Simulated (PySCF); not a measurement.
# B2BrH4NO: the cost of one run

The runs use PySCF 2.14.0, with density-fitted response routines of our own; the level of theory stands in each step. All values are computed, except where a source is named. Atoms are numbered from 0 throughout.

**1. Starting geometry**

9 atoms, charge 0, multiplicity 1; geometry from: GFN2-xTB. The atoms were then displaced at random by about 0.01 Å, so the start is not that level's minimum.

Bonds of the start (Å): B0–O1 1.28, O1–B2 1.30, B2–N3 1.45, B2–Br4 1.92, B0–H5 1.17, B0–H6 1.21, N3–H7 1.00, N3–H8 0.96.

**2. Relaxing the molecule at PBE0-D3(BJ)/def2-SVP**

The job: settings as JSON, then the geometry in Å.

```
{"job": {"xc": "PBE0", "basis": "def2-SVP", "d3": "d3bj", "grid": 1, "shake": 0.01, "kind": "geom"}, "charge": 0, "multiplicity": 1}
B     -1.768290     0.489990     0.722100
O     -0.644220     0.129510     0.231030
B      0.455820    -0.287500    -0.327680
N      1.752880    -0.256830     0.316930
Br     0.407870    -0.980580    -2.112720
H     -2.456720    -0.259360     1.300860
H     -2.122540     1.632260     0.569890
H      1.865850     0.089240     1.250550
H      2.567170    -0.573890    -0.091320
```

The run is started by

```
$ OMP_NUM_THREADS=1 python probes_run.py task.json out
```

The driver reads the jobs from task.json and runs them one after another.

Q: Estimate the wall time and peak memory of this first job on 1 thread of Arm Neoverse V1, shared host.

About 2.1 min, with a peak of 0.44 GiB.
